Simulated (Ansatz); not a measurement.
**Al₂ClH₇NO₄ radical (built from SMILES N.O.[OH][Al]([OH])[O][Al][Cl]): search for a transition state**

Wanted: the transition state of a ligand exchange through a proton shuttle (form Al1–N8, H7–O10, O2–H9 and break Al1–O2, H7–N8, H9–O10). The guess is relaxed with those distances held, a saddle search follows, and vibrations and two downhill relaxations check it.

Method: PBE0-D4, def2-SVP first, then def2-TZVP; program: Ansatz 0.2.0, Gaussian basis.

190 further runs of the same task are left out: 190 set aside as unsound or not needed.

### 1 Starting geometry

The guess: 15 atoms, charge 0, spin multiplicity 2.

Atoms are counted from 1 here; the program's logs count them from 0.

Bond lengths: Al1–O2 1.783 Å, Al1–Al3 2.706 Å, Al1–O4 1.764 Å, Al1–Cl6 2.037 Å, Al1–N8 1.947 Å, O2–Al3 1.774 Å, O2–H9 1.196 Å, Al3–O4 2.104 Å, Al3–O5 1.658 Å, O4–H11 0.958 Å, O5–H12 0.948 Å, H7–N8 1.282 Å, H7–O10 1.265 Å, N8–H13 1.015 Å, N8–H14 1.014 Å, H9–O10 1.259 Å, O10–H15 0.959 Å. Angles: O2–Al1–Al3 40.4°, O2–Al1–O4 90.1°, O2–Al1–Cl6 127.7°, O2–Al1–N8 96.0°, Al3–Al1–O4 51.0°, Al3–Al1–Cl6 131.8°, Al3–Al1–N8 119.2°, O4–Al1–Cl6 117.5°, O4–Al1–N8 116.3°, Cl6–Al1–N8 107.6°, Al1–O2–Al3 99.1°, Al1–O2–H9 107.7°, Al3–O2–H9 143.1°, Al1–Al3–O2 40.6°, Al1–Al3–O4 40.7°, Al1–Al3–O5 158.0°, O2–Al3–O4 80.2°, O2–Al3–O5 161.3° and more.

As a file:

```xyz
15
Al2ClH7NO4
Al   -1.08160    0.17790    0.44790
O    -0.15950   -0.46270   -0.93680
Al    0.18230    1.06330   -1.77540
O    -0.55710    1.81380    0.04550
O     0.78620    2.15280   -2.86930
Cl   -3.05570   -0.10250    0.86650
H     0.43840   -1.67200    1.08590
N    -0.05360   -0.74360    1.82030
H     0.33320   -1.49840   -0.59820
O     0.83580   -2.39610    0.12770
H    -0.68880    2.69820    0.38890
H     1.11860    2.79850   -3.47900
H     0.73890   -0.33210    2.30320
H    -0.62340   -1.20080    2.52410
H     1.78630   -2.29620    0.04870
```

Distances that are to change: Al1–N8 1.95 Å, H7–O10 1.27 Å, O2–H9 1.20 Å, Al1–O2 1.78 Å, H7–N8 1.28 Å, H9–O10 1.26 Å.

### 2 Relaxing the guess with the reacting distances held

Input file hold/in.yaml:

```yaml
crystal:
  periodic: [false, false, false]
  atoms:
    - {symbol: Al, position_ang: [-1.081600, 0.177900, 0.447900]}
    - {symbol: O, position_ang: [-0.159500, -0.462700, -0.936800]}
    - {symbol: Al, position_ang: [0.182300, 1.063300, -1.775400]}
    - {symbol: O, position_ang: [-0.557100, 1.813800, 0.045500]}
    - {symbol: O, position_ang: [0.786200, 2.152800, -2.869300]}
    - {symbol: Cl, position_ang: [-3.055700, -0.102500, 0.866500]}
    - {symbol: H, position_ang: [0.438400, -1.672000, 1.085900]}
    - {symbol: N, position_ang: [-0.053600, -0.743600, 1.820300]}
    - {symbol: H, position_ang: [0.333200, -1.498400, -0.598200]}
    - {symbol: O, position_ang: [0.835800, -2.396100, 0.127700]}
    - {symbol: H, position_ang: [-0.688800, 2.698200, 0.388900]}
    - {symbol: H, position_ang: [1.118600, 2.798500, -3.479000]}
    - {symbol: H, position_ang: [0.738900, -0.332100, 2.303200]}
    - {symbol: H, position_ang: [-0.623400, -1.200800, 2.524100]}
    - {symbol: H, position_ang: [1.786300, -2.296200, 0.048700]}
basis:
  gaussian: {orbitals: def2-SVP}
magnetization: {spin_polarized: true, initial_magnetization: 1}
hamiltonian: {xc: pbe0, dispersion: d4}
relax: {f_tol: 0.04, max_steps: 150, escape_saddle: false, constraints: [{distance: [0, 7]}, {distance: [6, 9]}, {distance: [1, 8]}, {distance: [0, 1]}, {distance: [6, 7]}, {distance: [8, 9]}]}
```

Launch:

```bash
> ansatz run in.yaml --threads 4 --pin off --events-out ev --progress --plain --max-ram 66560MiB --backend cuda --devices 0, --max-vram 37GiB
```

Further steps of the session: A starting Hessian; Saddle search in the small basis; Saddle search in triple zeta; Checking the order of the point; Relaxing after a step of 0.30 Å one way along the mode; Relaxing after a step of 0.30 Å the other way along the mode.

Before running it: what results should come out? Wanted: imaginary mode; barrier from the start side; barrier from the end side; energy of the step; pairs that change; zero-point energy at the saddle.

As calculated:

| quantity | value |
| --- | --- |
| imaginary mode | 774i cm⁻¹ |
| barrier from the start side | 37.9 kJ/mol |
| barrier from the end side | 29.7 kJ/mol |
| energy of the step | +8.2 kJ/mol |
| pairs that change | O2–H9 formed, H7–O10 formed, H7–N8 broken, H9–O10 broken |
| zero-point energy at the saddle | 2.573 eV |

In words: One imaginary mode, 774i cm⁻¹, makes this a first-order saddle. It joins the planned start and end. At PBE0-D4/def2-TZVP the electronic barrier is 37.9 kJ/mol, about 15 kT at 298 K, and the step runs 8.2 kJ/mol uphill. A step off the saddle overshot and began above it in energy, so the link to its end is likely but not proven. The ends are the nearest minima, not always the lowest complexes.
